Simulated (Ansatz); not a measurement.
# C2H8BN: one species, many methods

An exercise on one series of results from a longer session: the logs are not shown, and one member is left open.

Method: functionals in def2-TZVPP, the program's frozen cores in correlated methods; program: Ansatz 0.2.0, Gaussian basis.

The runs, in order: LDA (SPW92), PBE-D4, revPBE-D4, BLYP-D4, r2SCAN-D4, B97M-V, PBE0-D4, B3LYP-D4, r2SCANh-D4, r2SCAN0-D4, HSE06-D4, BHLYP-D4, CAM-B3LYP-D4, LC-ωPBE, ωB97X-V, ωB97M-V, B2PLYP, PBE-QIDH; CCSD(T)/def2-SVP; CCSD(T)/def2-TZVPP; MP2/def2-QZVPP; extrapolation to the limit; RPA on PBE.

### The geometry

The geometry comes from an earlier relaxation with PBE0-D4 in a triple-zeta def2 set; it is a stationary point, not always the lowest conformer.

12 atoms, charge 0, spin multiplicity 1.

Atoms are counted from 1 here; the program's logs count them from 0.

Bond lengths: B1–N2 1.383 Å, B1–H5 1.197 Å, B1–H6 1.199 Å, N2–C3 1.448 Å, N2–H7 1.009 Å, C3–C4 1.517 Å, C3–H8 1.092 Å, C3–H9 1.097 Å, C4–H10 1.094 Å, C4–H11 1.093 Å, C4–H12 1.092 Å. Angles: N2–B1–H5 118.9°, N2–B1–H6 118.9°, H5–B1–H6 122.1°, B1–N2–C3 127.1°, B1–N2–H7 119.3°, C3–N2–H7 113.6°, N2–C3–C4 112.7°, N2–C3–H8 107.3°, N2–C3–H9 109.8°, C4–C3–H8 110.4°, C4–C3–H9 109.7°, H8–C3–H9 106.9°, C3–C4–H10 111.1°, C3–C4–H11 110.7°, C3–C4–H12 110.7°, H10–C4–H11 107.7°, H10–C4–H12 108.0°, H11–C4–H12 108.5°.

The first run:

File in.yaml:

```yaml
crystal:
  periodic: [false, false, false]
  atoms:
    - {symbol: B, position_ang: [-1.707185, 1.011615, 0.310512]}
    - {symbol: N, position_ang: [-0.337498, 0.821076, 0.292328]}
    - {symbol: C, position_ang: [0.374106, -0.425152, 0.482961]}
    - {symbol: C, position_ang: [1.168068, -0.838410, -0.742277]}
    - {symbol: H, position_ang: [-2.141522, 2.111012, 0.119808]}
    - {symbol: H, position_ang: [-2.420853, 0.070947, 0.517503]}
    - {symbol: H, position_ang: [0.267935, 1.608011, 0.110257]}
    - {symbol: H, position_ang: [-0.367476, -1.187612, 0.730015]}
    - {symbol: H, position_ang: [1.044964, -0.340627, 1.346296]}
    - {symbol: H, position_ang: [1.910480, -0.079568, -1.005484]}
    - {symbol: H, position_ang: [1.700767, -1.774784, -0.560480]}
    - {symbol: H, position_ang: [0.508215, -0.976506, -1.601438]}
basis:
  gaussian: {orbitals: def2-TZVPP}
hamiltonian: {xc: lda}
output: {orbitals: {seedname: orbitals}}
```

Steps of the session up to this table: LDA; PBE-D4 (GGA); revPBE-D4 (GGA); BLYP-D4 (GGA); r2SCAN-D4 (meta-GGA); B97M-V (meta-GGA); PBE0-D4 (hybrid); B3LYP-D4 (hybrid); r2SCANh-D4 (hybrid); r2SCAN0-D4 (hybrid); HSE06-D4 (hybrid); BHLYP-D4 (hybrid); CAM-B3LYP-D4 (range-separated); LC-ωPBE-D4 (range-separated; the results give it without D4); ωB97X-V (range-separated); ωB97M-V (range-separated); B2PLYP (double hybrid); PBE-QIDH (double hybrid).

One of the session's tables, all rows but one given; the rest of the session is left out.

It belongs to the step «Frontier levels by functional». 

```
  functional  HOMO (eV)  gap (eV)
 LDA (SPW92)      -6.76      5.83
      PBE-D4      -6.60      5.90
   revPBE-D4      -6.53      5.92
     BLYP-D4      -6.46      5.88
   r2SCAN-D4      -6.80      6.48
      B97M-V      -6.92      6.45
     PBE0-D4      -7.86      8.10
    B3LYP-D4      -7.63      7.63
  r2SCANh-D4      -7.28      7.29
  r2SCAN0-D4      -8.01      8.50
    HSE06-D4      -7.45      7.32
    BHLYP-D4      -9.03     10.18
CAM-B3LYP-D4      -9.26     10.50
     LC-ωPBE          ?         ?
     ωB97X-V     -10.27     12.57
     ωB97M-V     -10.21     12.21
```

Q: Estimate the row for LC-ωPBE from the others.

**Answer.** HOMO (eV): -10.65; gap (eV): 13.08. In the column «HOMO (eV)» it is the lowest.
